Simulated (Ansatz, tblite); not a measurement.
# The cluster Si19AsH32−: charged states by level of theory

An exercise on one series of results from a longer session: the logs are not shown, and one member is left open.

Computed with Ansatz 0.2.0, Gaussian basis. Level: as each input shows.

Levels to be run: charge 0 doublet, at the geometry of the singlet (PBE0-D4/def2-SVP, PBE-D4/def2-SVP, r2SCAN-D4/def2-SVP, B3LYP-D4/def2-SVP, PBE-QIDH/def2-SVP, B97M-V/def2-SVP); charge 0 doublet, relaxed (PBE0-D4/def2-SVP, PBE-D4/def2-SVP); the starting singlet's energies come from earlier runs.

## The structure

The singlet was relaxed beforehand with PBE-D4/def2-SVP.

52 atoms, charge -1, spin multiplicity 1.

Atoms are counted from 1 here; the program's logs count them from 0.

Bond lengths: Si1–Si12 2.342 Å, Si1–Si13 2.354 Å, Si1–H21 1.513 Å, Si1–H22 1.512 Å, Si2–Si11 2.357 Å, Si2–Si15 2.361 Å, Si2–H23 1.514 Å, Si2–H24 1.507 Å, Si3–Si14 2.345 Å, Si3–Si15 2.356 Å, Si3–Si16 2.362 Å, Si3–H25 1.514 Å, As4–Si11 2.404 Å, As4–Si12 2.375 Å, As4–Si14 2.381 Å, Si5–Si6 2.362 Å, Si5–Si13 2.368 Å, Si5–H26 1.533 Å and more. Angles: Si12–Si1–Si13 111.2°, Si12–Si1–H21 113.5°, Si12–Si1–H22 105.6°, Si13–Si1–H21 108.4°, Si13–Si1–H22 111.3°, H21–Si1–H22 106.8°, Si11–Si2–Si15 111.9°, Si11–Si2–H23 110.9°, Si11–Si2–H24 109.1°, Si15–Si2–H23 108.3°, Si15–Si2–H24 109.5°, H23–Si2–H24 107.0°, Si14–Si3–Si15 105.2°, Si14–Si3–Si16 107.1°, Si14–Si3–H25 113.1°, Si15–Si3–Si16 115.6°, Si15–Si3–H25 107.0°, Si16–Si3–H25 109.0° and more.

The ion is computed in the gas phase, without counter-ions or solvent.

The first run:

File in.yaml:

```yaml
crystal:
  periodic: [false, false, false]
  atoms:
    - {symbol: Si, position_ang: [-3.931019, 1.613861, -0.350058]}
    - {symbol: Si, position_ang: [-2.349944, -4.279384, 1.562916]}
    - {symbol: Si, position_ang: [0.961942, -3.514335, -0.471769]}
    - {symbol: As, position_ang: [-1.646048, -1.087163, -0.440088]}
    - {symbol: Si, position_ang: [-0.649772, 1.527625, 2.132536]}
    - {symbol: Si, position_ang: [0.325074, -0.623056, 2.195907]}
    - {symbol: Si, position_ang: [0.636304, 1.578899, -0.908087]}
    - {symbol: Si, position_ang: [-1.490307, 4.426969, -0.598851]}
    - {symbol: Si, position_ang: [3.436753, -0.779450, -0.691473]}
    - {symbol: Si, position_ang: [3.589809, 2.065505, 1.723543]}
    - {symbol: Si, position_ang: [-3.329870, -2.717632, 0.094463]}
    - {symbol: Si, position_ang: [-3.006787, 0.158909, -1.934896]}
    - {symbol: Si, position_ang: [-2.249887, 2.727164, 0.865228]}
    - {symbol: Si, position_ang: [-0.554037, -2.543486, -1.975220]}
    - {symbol: Si, position_ang: [-0.295991, -5.099315, 0.735355]}
    - {symbol: Si, position_ang: [1.891426, -1.760330, 0.808552]}
    - {symbol: Si, position_ang: [-0.143796, 3.372015, -2.228501]}
    - {symbol: Si, position_ang: [2.334878, 0.628641, -2.234637]}
    - {symbol: Si, position_ang: [2.185790, 3.074394, 0.115308]}
    - {symbol: Si, position_ang: [4.932148, 0.500692, 0.595150]}
    - {symbol: H, position_ang: [-4.852405, 2.652899, -0.950653]}
    - {symbol: H, position_ang: [-4.779045, 0.745458, 0.552298]}
    - {symbol: H, position_ang: [-3.272715, -5.457685, 1.793531]}
    - {symbol: H, position_ang: [-2.128471, -3.624933, 2.902520]}
    - {symbol: H, position_ang: [2.079840, -4.269004, -1.159860]}
    - {symbol: H, position_ang: [-1.343777, 1.439678, 3.496579]}
    - {symbol: H, position_ang: [0.458279, 2.517484, 2.396992]}
    - {symbol: H, position_ang: [-0.717955, -1.652873, 2.568594]}
    - {symbol: H, position_ang: [1.123002, -0.464886, 3.481492]}
    - {symbol: H, position_ang: [-2.747195, 5.095880, -1.120768]}
    - {symbol: H, position_ang: [-0.755750, 5.483801, 0.190362]}
    - {symbol: H, position_ang: [4.169034, -1.968481, -1.286656]}
    - {symbol: H, position_ang: [2.827435, 1.294036, 2.774896]}
    - {symbol: H, position_ang: [4.457413, 3.063563, 2.463399]}
    - {symbol: H, position_ang: [-3.915102, -3.446148, -1.094563]}
    - {symbol: H, position_ang: [-4.472662, -2.033108, 0.807208]}
    - {symbol: H, position_ang: [-4.040985, -0.689270, -2.642206]}
    - {symbol: H, position_ang: [-2.153732, 0.837211, -2.969900]}
    - {symbol: H, position_ang: [-3.060693, 3.428648, 1.947887]}
    - {symbol: H, position_ang: [-1.482027, -3.545338, -2.625487]}
    - {symbol: H, position_ang: [0.109606, -1.734733, -3.056144]}
    - {symbol: H, position_ang: [-0.628036, -6.240511, -0.203650]}
    - {symbol: H, position_ang: [0.499752, -5.697989, 1.873686]}
    - {symbol: H, position_ang: [2.725325, -2.493149, 1.846258]}
    - {symbol: H, position_ang: [-1.070292, 2.980626, -3.362872]}
    - {symbol: H, position_ang: [0.813372, 4.392060, -2.819052]}
    - {symbol: H, position_ang: [1.836616, -0.245844, -3.366577]}
    - {symbol: H, position_ang: [3.402936, 1.515863, -2.849905]}
    - {symbol: H, position_ang: [1.503350, 4.231961, 0.814595]}
    - {symbol: H, position_ang: [3.172516, 3.728698, -0.837584]}
    - {symbol: H, position_ang: [5.734824, -0.370068, 1.540867]}
    - {symbol: H, position_ang: [5.925676, 1.204731, -0.304665]}
basis:
  gaussian: {orbitals: def2-SVP, fitting: {mean_field: def2-universal-jkfit}}
magnetization: {spin_polarized: true, initial_magnetization: 1}
hamiltonian: {xc: pbe0, dispersion: d4}
scf: {omitted_lower_state_checks: [starts]}
output: {orbitals: {seedname: orbitals}}
```

The run is started by

```console
$ ansatz run in.yaml --threads 2 --pin off --events-out ev --progress --plain --max-ram 31744MiB --backend cuda --devices 0, --max-vram 18GiB
```

Steps of the session up to this table: Charge 0 doublet at the fixed geometry, PBE0-D4/def2-SVP; Charge 0 doublet at the fixed geometry, PBE-D4/def2-SVP; Charge 0 doublet at the fixed geometry, r2SCAN-D4/def2-SVP; Charge 0 doublet at the fixed geometry, B3LYP-D4/def2-SVP; Charge 0 doublet at the fixed geometry, PBE-QIDH/def2-SVP; Charge 0 doublet at the fixed geometry, B97M-V/def2-SVP.

One table of the session follows, with a row left open; its other results are not shown here.

Beside −ε(HOMO) of the starting state:

```
             level  −ε(HOMO) (eV)  by difference (eV)  mismatch (eV)
   PBE-D4/def2-SVP           1.95                3.75          -1.80
r2SCAN-D4/def2-SVP           2.11                3.73          -1.62
   B97M-V/def2-SVP           2.29                3.95          -1.66
 B3LYP-D4/def2-SVP           2.55                3.87          -1.32
  PBE0-D4/def2-SVP              ?                   ?              ?
```

Estimate the missing values for PBE0-D4/def2-SVP.

As computed: −ε(HOMO) (eV): 2.75; by difference (eV): 3.83; mismatch (eV): -1.08. In the column «−ε(HOMO) (eV)» it is the highest.
